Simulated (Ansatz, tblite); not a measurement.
# [GaFH3]- (GaH3F−): one state, many levels

Aim: run the singlet of [GaFH3]- (GaH3F−) at one geometry on many levels, and compare frontier levels, spin and run time.

Method: as each input shows; program: Ansatz 0.2.0, Gaussian basis.

Levels to be run: GFN1-xTB, GFN2-xTB, PBE-D4/def2-TZVPD, r2SCAN-D4/def2-TZVPD, r2SCAN0-D4/def2-TZVPD, revPBE-D4/def2-TZVPD, BHLYP-D4/def2-TZVPD, CAM-B3LYP-D4/def2-TZVPD, BLYP-D4/def2-TZVPD, LC-ωPBE/def2-TZVPD, ωB97X-V/def2-TZVPD, PBE-D4/def2-SVPD, PBE0-D4/def2-SVPD, HF/6-31G, B3LYP-D4/6-31G, CCSD(T)/def2-TZVPPD, MP2/def2-TZVPD, RPA/def2-TZVPD.

### 1 The geometry

The singlet was relaxed beforehand with r2SCAN-D4/def2-TZVPD.

5 atoms, charge -1, spin multiplicity 1.

Bond lengths: Ga1–F2 1.850 Å, Ga1–H3 1.611 Å, Ga1–H4 1.611 Å, Ga1–H5 1.611 Å. Angles: F2–Ga1–H3 106.1°, F2–Ga1–H4 106.1°, F2–Ga1–H5 106.1°, H3–Ga1–H4 112.6°, H3–Ga1–H5 112.6°, H4–Ga1–H5 112.6°.

As a file:

```xyz
5

Ga   -0.0006    0.0011   -0.1013
F     0.0110   -0.0189    1.7483
H     1.5443    0.0106   -0.5588
H    -0.7815    1.3438   -0.5296
H    -0.7733   -1.3366   -0.5586
```

The ion is computed in the gas phase, without counter-ions or solvent.

PBE0-D4/def2-TZVPD was run before; its log isn't repeated, and its numbers join the tables.

### 2 GFN1-xTB

Tight binding, by tblite at 300 K electronic temperature and without a spin-polarisation term:

```python
tblite.interface.Calculator('GFN1-xTB', numbers, positions, charge=-1, uhf=0).singlepoint()
```

Energy -228.2009 eV, HOMO -6.39 eV, LUMO 2.94 eV; 0.002 s.

### 3 GFN2-xTB

Tight binding, by tblite at 300 K electronic temperature and without a spin-polarisation term:

```python
tblite.interface.Calculator('GFN2-xTB', numbers, positions, charge=-1, uhf=0).singlepoint()
```

Energy -211.3184 eV, HOMO -6.10 eV, LUMO 2.22 eV; 0.001 s.

### 4 PBE-D4/def2-TZVPD

start.molden holds the orbitals of an earlier run on this state, given as this run's starting guess.

Contents of in.yaml:

```yaml
crystal:
  periodic: [false, false, false]
  atoms:
    - {symbol: Ga, position_ang: [-0.000551, 0.001149, -0.101310]}
    - {symbol: F, position_ang: [0.011043, -0.018945, 1.748321]}
    - {symbol: H, position_ang: [1.544333, 0.010648, -0.558796]}
    - {symbol: H, position_ang: [-0.781526, 1.343782, -0.529573]}
    - {symbol: H, position_ang: [-0.773300, -1.336633, -0.558632]}
basis:
  gaussian: {orbitals: def2-TZVPD, initial_orbitals: start.molden}
total_charge: -1
hamiltonian: {xc: pbe, dispersion: d4}
scf: {omitted_lower_state_checks: [starts]}
output: {orbitals: {seedname: orbitals}}
```

Command:

```bash
$ ansatz run in.yaml --threads 4 --pin off --events-out ev --progress --plain --max-ram 3916MiB
```

Further steps of the session: r2SCAN-D4/def2-TZVPD; r2SCAN0-D4/def2-TZVPD; revPBE-D4/def2-TZVPD; BHLYP-D4/def2-TZVPD; CAM-B3LYP-D4/def2-TZVPD; BLYP-D4/def2-TZVPD; LC-ωPBE/def2-TZVPD; ωB97X-V/def2-TZVPD; PBE-D4/def2-SVPD; PBE0-D4/def2-SVPD; HF/6-31G; B3LYP-D4/6-31G; CCSD(T)/def2-TZVPPD; MP2/def2-TZVPD; RPA/def2-TZVPD.

Before running them: what should the planned runs give, taken together? Wanted: gap in def2-TZVPD, named functionals, smallest and largest; correlation energy, CCSD(T)/def2-TZVPPD; correlation energy, MP2/def2-TZVPD; PBE0 total energy, smallest basis above largest.

**Answer**, as computed:

```
                                                  quantity                                    value
gap in def2-TZVPD, named functionals, smallest and largest  5.01 eV (revPBE-D4), 10.70 eV (LC-ωPBE)
                   correlation energy, CCSD(T)/def2-TZVPPD                                -15.12 eV
                        correlation energy, MP2/def2-TZVPD                                -14.11 eV
           PBE0 total energy, smallest basis above largest          9.86 eV (def2-SVPD, def2-TZVPD)
```

What this shows: Orbital gaps of the named functionals in def2-TZVPD span 5.01 eV (revPBE-D4) to 10.70 eV (LC-ωPBE); exact exchange widens it.
